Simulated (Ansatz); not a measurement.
# Al4H: the cost of one run

Program: Ansatz 0.2.0. Level of theory: DFT PBE, scalar-relativistic, plane waves, PAW. These are calculated values, not measurements.

## Step 1: Starting point

Symmetry: R-3m, No. 166, trigonal system. The conventional cell has a = 5.023 Å, b = 5.023 Å, c = 9.908 Å, α = 90.00°, β = 90.00°, γ = 120.00°. Around Al (site symmetry 2/m) lie 6 Al at 2.20 to 2.51 Å and 2 H at 2.51 Å. Al (site symmetry -3m) has 6 Al at 2.20 Å as nearest neighbours. H (site symmetry -3m) has 6 Al at 2.51 Å as nearest neighbours.

Coordinates:

```cif
data_structure
_symmetry_space_group_name_H-M 'P 1'
_symmetry_Int_Tables_number 1
_cell_length_a 4.3951
_cell_length_b 4.3951
_cell_length_c 4.3951
_cell_angle_alpha 69.701
_cell_angle_beta 69.701
_cell_angle_gamma 69.701
_cell_volume 72.16
loop_
_atom_site_label
_atom_site_type_symbol
_atom_site_fract_x
_atom_site_fract_y
_atom_site_fract_z
_atom_site_occupancy
Al1 Al 0.50000 0.50000 0.00000 1
Al2 Al 0.00000 0.50000 0.50000 1
Al3 Al 0.50000 0.00000 0.50000 1
Al4 Al 0.50000 0.50000 0.50000 1
H1 H 0.00000 0.00000 0.00000 1
```

Recipe of the guess: random cell by space group and Wyckoff sites (R-3m, No. 166). The dimensions are guesses.

## Step 2: A first look at the guess

input.yaml reads:

```yaml
crystal:
  lattice:
    - [2.5115196, 1.45002652, 3.3025334]
    - [-2.5115196, 1.45002652, 3.3025334]
    - [0.0, -2.90005304, 3.3025334]
  atoms:
    - { symbol: Al, position: [0.5, 0.5, 0.0] }
    - { symbol: Al, position: [0.0, 0.5, 0.5] }
    - { symbol: Al, position: [0.5, 0.0, 0.5] }
    - { symbol: Al, position: [0.5, 0.5, 0.5] }
    - { symbol: H, position: [0.0, 0.0, 0.0] }
basis:
  ecutwfc: 420
kpoints:
  mp_grid: { grid: [6, 6, 6] }
hamiltonian:
  xc: pbe
scf:
  occupations: { method: gaussian, width: 0.1 }
  lower_state_search: "off"
output:
  forces: true
  stress: true
  eigenvalues: true
```

The run is started by

```sh
ansatz run input.yaml --threads 1 --pin off --max-ram 2048MiB --backend cpu --events-out ev --progress --plain --runs-dir out
```

Q: Estimate wall time and peak memory on 1 thread of Intel Xeon Platinum 8559C (Emerald Rapids), shared host.

About 1.2 s, with a peak of 0.44 GiB.
